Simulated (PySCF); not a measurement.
# MoOH: relaxation and vibrations of the doublet

Aim: relax MoOH as a doublet from a linear start, check by its vibrations whether the end is a minimum, and collect its spectrum and constants.

Computed with PySCF 2.14.0. Level: PBE0, basis Mo def2-TZVP with ECP28, O def2-TZVP, H def2-TZVP, scalar-relativistic core potentials, no spin–orbit coupling, density fitting.

### 1 Starting geometry

3 atoms, charge 0, spin multiplicity 2.

Bond lengths: Mo1–O2 1.780 Å, Mo1–H3 1.700 Å. Angles: O2–Mo1–H3 180.0°.

Z-matrix (Å, degrees; charge 0 multiplicity 2):
```
Mo
O  1 1.7800
H  1 1.7000 2 180.00
```

### 2 First SCF at the start

The steps below are one call of a driver around PySCF. For each, scf.py gives the equivalent set-up of the SCF; relaxations use the driver's own optimiser. After this first run the driver tries any further starts and a stability analysis.

scf.py

```python
from pyscf import gto, scf, dft
mol = gto.M(atom='''
Mo     0.000000     0.000000     0.000000
O      0.000000     0.000000    -1.780000
H      0.000000     0.000000     1.700000''',
    basis={'Mo': 'def2-TZVP', 'O': 'def2-TZVP', 'H': 'def2-TZVP'},
    ecp={'Mo': 'def2-TZVP'},
    charge=0, spin=1)
mf = dft.UKS(mol, xc='PBE0')
mf.grids.atom_grid = (50, 194)
aux = {'Mo': 'def2-universal-JKFIT', 'O': 'def2-universal-JKFIT', 'H': 'def2-universal-JKFIT'}
mf = mf.density_fit(auxbasis=aux)
mf.conv_tol = 1e-08
mf.diis_space = 10
mf.max_cycle = 60
mf.init_guess = 'minao'
mf.verbose = 4
mf.kernel()
```

Started as:

```console
> OMP_NUM_THREADS=2 python axn.py task.json out
```

Further steps of the session: Relaxing the doublet from the linear start; Frequencies; Downhill along the imaginary mode; Vibrations and properties at this point.

What does the calculation give? Wanted: minimum; geometry; wavenumbers; dipole moment; highest occupied, lowest empty level; polar-tensor charge of Mo1; zero-point energy; atomisation energy; ⟨S²⟩.

The runs gave:

| quantity | value |
| --- | --- |
| minimum | broken-symmetry (Ms = 1/2), Cs |
| geometry | Mo–H 1.740 Å, Mo–O 1.652 Å; H–Mo–O 118.1° |
| wavenumbers (cm⁻¹) | 552 (a'), 1026 (a'), 1801 (a') |
| dipole moment | 3.15 D |
| highest occupied, lowest empty level (either spin) | -5.56, -2.74 eV |
| polar-tensor charge of Mo1 | +1.14 e |
| zero-point energy | 20.2 kJ/mol |
| entropy at 298.15 K | 259.0 J/(mol K) |
| atomisation energy (no zero-point energy) | 722 kJ/mol |
| ⟨S²⟩ | 1.616 |

What this shows: From C∞v at the start the molecule goes to a Cs minimum, after a stop at a second-order saddle point 89.4 kJ/mol higher, from which it was pushed off along an imaginary mode. The determinant is spin-contaminated (⟨S²⟩ = 1.62 against 0.75), so it is no pure spin state. In the infrared the band at 1026 cm⁻¹ (a', stretch) leads. The first SCF alone would have been 37 kJ/mol too high. Other starts or spin states, not run here, may lie lower. Open d and f shells are described by one determinant, and the ground state may have another occupation or spin.
